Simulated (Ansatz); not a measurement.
## SnI2, space group P4_2/mnm: a charge-density difference against the sublattices, step by step

With the Python package of Ansatz (0.2.0).

Notebook, run cell by cell (the value of a cell's last expression is shown):

**Cell 1**
```python
import ansatz as az
import numpy as np
```

**Cell 2**
```python
VECTORS = np.array([
    [7.583879, 0.0, 0.0],
    [0.0, 7.583879, 0.0],
    [0.0, 0.0, 4.619458],
])
SITES = [
    ("Sn", (0.0, 0.0, 0.0)),
    ("Sn", (0.5, 0.5, 0.5)),
    ("I", (0.295975, 0.295975, 0.0)),
    ("I", (0.704025, 0.704025, 0.0)),
    ("I", (0.795975, 0.204025, 0.5)),
    ("I", (0.204025, 0.795975, 0.5)),
]
```

**Cell 3**
```python
def on_lattice(cell):
    crystal = az.Crystal(lattice=az.Lattice.of(cell))
    for symbol, position in SITES:
        crystal = crystal.atom(symbol, position)
    return crystal
```

**Cell 4**
```python
# one cutoff and one grid for all runs, so that the fields can be subtracted
def solve(crystal):
    return (
        crystal.calculation()
        .functional(az.Functional.PBESOL)
        .occupations("methfessel_paxton", width=0.15)
        .basis(460, grid_basis="typed")
        .kpoints(4, 4, 4)
        .density()
        .run(threads=1)
    )


whole = solve(on_lattice(VECTORS))
difference = whole.density().channels[0].density_e_per_ang3.copy()
binding = whole.report["free_energy_ev"]
for element in ["Sn", "I"]:
    part = az.Crystal(lattice=az.Lattice.of(VECTORS))
    for symbol, position in SITES:
        if symbol == element:
            part = part.atom(symbol, position)
    alone = solve(part)
    difference -= alone.density().channels[0].density_e_per_ang3
    binding -= alone.report["free_energy_ev"]
    print(f"{element} sublattice: {alone.report['n_electrons']:g} electrons, {alone.report['n_iterations']} iterations")
```
Output:
```text
Sn sublattice: 28 electrons, 9 iterations
I sublattice: 68 electrons, 7 iterations
```

**Cell 5**
```python
voxel = abs(np.linalg.det(VECTORS)) / difference.size
print(f"energy of the crystal less its unpolarised sublattices: {binding / len(SITES):.4f} eV/atom")
print(f"net charge of the difference {difference.sum() * voxel:.5f} e, charge rearranged {0.5 * np.abs(difference).sum() * voxel:.3f} e")
print(f"extremes {difference.min():.4f} and {difference.max():.4f} e/A^3")
for (symbol, position) in SITES:
    index = tuple(int(round(p * n)) % n for p, n in zip(position, difference.shape))
    print(f"  change of the pseudo-density at the grid point nearest {symbol}: {difference[index]:+.4f} e/A^3")
```
Output:
```text
energy of the crystal less its unpolarised sublattices: -2.2427 eV/atom
net charge of the difference 0.00000 e, charge rearranged 0.877 e
extremes -0.0462 and 0.0406 e/A^3
  change of the pseudo-density at the grid point nearest Sn: -0.0462 e/A^3
  change of the pseudo-density at the grid point nearest Sn: -0.0462 e/A^3
  change of the pseudo-density at the grid point nearest I: +0.0315 e/A^3
  change of the pseudo-density at the grid point nearest I: +0.0315 e/A^3
  change of the pseudo-density at the grid point nearest I: +0.0315 e/A^3
  change of the pseudo-density at the grid point nearest I: +0.0315 e/A^3
```

Densities and potentials on the grid are those of the valence electrons, and inside the cores they hang on the potentials used. This cell is a computed structure, which may not be the phase found in nature. Charge moved counts every rearrangement, bonding and polarisation too, and is no transfer between atoms; the bare sublattices are artificial references. Values near the nuclei depend on the potentials. Finished in 36 s on 1 thread of Arm Neoverse V1, on a shared host, peak memory 0.64 GiB.
